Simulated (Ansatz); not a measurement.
# CH₂AlBF₂: one species, many methods

One table from this session's results is given with a row withheld; the runs are named, their logs left out.

The runs use Ansatz 0.2.0, Gaussian basis; functionals in def2-TZVPP, the program's frozen cores in correlated methods.

Plan: LDA (SPW92), PBE-D4, revPBE-D4, BLYP-D4, r2SCAN-D4, B97M-V, PBE0-D4, B3LYP-D4, r2SCANh-D4, r2SCAN0-D4, HSE06-D4, BHLYP-D4, CAM-B3LYP-D4, LC-ωPBE, ωB97X-V, ωB97M-V, B2PLYP, PBE-QIDH; CCSD(T)/def2-SVP; CCSD(T)/def2-TZVPP; MP2/def2-QZVPP; extrapolation to the limit; RPA on PBE.

**The geometry**

All runs share one geometry, relaxed beforehand with PBE0-D4 in a triple-zeta def2 set.

7 atoms, charge 0, spin multiplicity 1.

Atoms are counted from 1 here; the program's logs count them from 0.

Bond lengths: F1–Al5 1.647 Å, C2–F3 1.316 Å, C2–B4 1.349 Å, C2–Al5 2.002 Å, B4–Al5 2.427 Å, B4–H6 1.174 Å, Al5–H7 1.570 Å. Angles: F3–C2–B4 151.8°, F3–C2–Al5 117.5°, B4–C2–Al5 90.7°, C2–B4–Al5 55.6°, C2–B4–H6 163.8°, Al5–B4–H6 108.2°, F1–Al5–C2 110.8°, F1–Al5–B4 144.5°, F1–Al5–H7 119.7°, C2–Al5–B4 33.8°, C2–Al5–H7 129.6°, B4–Al5–H7 95.8°.

The first run:

The input, in.yaml:

```yaml
crystal:
  periodic: [false, false, false]
  atoms:
    - {symbol: F, position_ang: [1.560840, -1.337441, -1.322275]}
    - {symbol: C, position_ang: [-0.503082, -0.611804, 0.743910]}
    - {symbol: F, position_ang: [-0.478491, -1.877825, 1.102833]}
    - {symbol: B, position_ang: [-0.963179, 0.650134, 0.866622]}
    - {symbol: Al, position_ang: [0.698731, -0.053540, -0.756261]}
    - {symbol: H, position_ang: [-1.151202, 1.799768, 0.724092]}
    - {symbol: H, position_ang: [0.897582, 1.362609, -1.404620]}
basis:
  gaussian: {orbitals: def2-TZVPP}
hamiltonian: {xc: lda}
output: {orbitals: {seedname: orbitals}}
```

Launch:

```sh
ansatz run in.yaml --threads 2 --pin off --events-out ev --progress --plain --max-ram 4352MiB
```

Steps of the session up to this table: LDA; PBE-D4 (GGA); revPBE-D4 (GGA); BLYP-D4 (GGA); r2SCAN-D4 (meta-GGA); B97M-V (meta-GGA); PBE0-D4 (hybrid); B3LYP-D4 (hybrid); r2SCANh-D4 (hybrid); r2SCAN0-D4 (hybrid); HSE06-D4 (hybrid); BHLYP-D4 (hybrid); CAM-B3LYP-D4 (range-separated); LC-ωPBE (range-separated); ωB97X-V (range-separated); ωB97M-V (range-separated); B2PLYP (double hybrid); PBE-QIDH (double hybrid).

One table of the session follows, with a row left open; its other results are not shown here.

It belongs to the step «Orbital energies across the functionals». 

```
  functional  HOMO (eV)  LUMO (eV)  gap (eV)
 LDA (SPW92)          ?          ?         ?
      PBE-D4      -6.30      -3.04      3.26
   revPBE-D4      -6.23      -2.92      3.31
     BLYP-D4      -6.13      -2.87      3.27
   r2SCAN-D4      -6.51      -2.76      3.75
      B97M-V      -6.55      -2.72      3.84
     PBE0-D4      -7.45      -2.10      5.35
    B3LYP-D4      -7.22      -2.29      4.92
  r2SCANh-D4      -6.95      -2.43      4.52
  r2SCAN0-D4      -7.59      -1.94      5.66
    HSE06-D4      -7.05      -2.48      4.57
    BHLYP-D4      -8.44      -1.07      7.36
CAM-B3LYP-D4      -8.74      -1.00      7.74
     LC-ωPBE     -10.08       0.17     10.25
     ωB97X-V      -9.71       0.09      9.80
     ωB97M-V      -9.61      -0.14      9.48
```

Q: Estimate the row for LDA (SPW92) from the others.

The run gave: HOMO (eV): -6.49; LUMO (eV): -3.31; gap (eV): 3.18. In the column «HOMO (eV)» it lies between r2SCAN-D4 (-6.51) and PBE-D4 (-6.30).
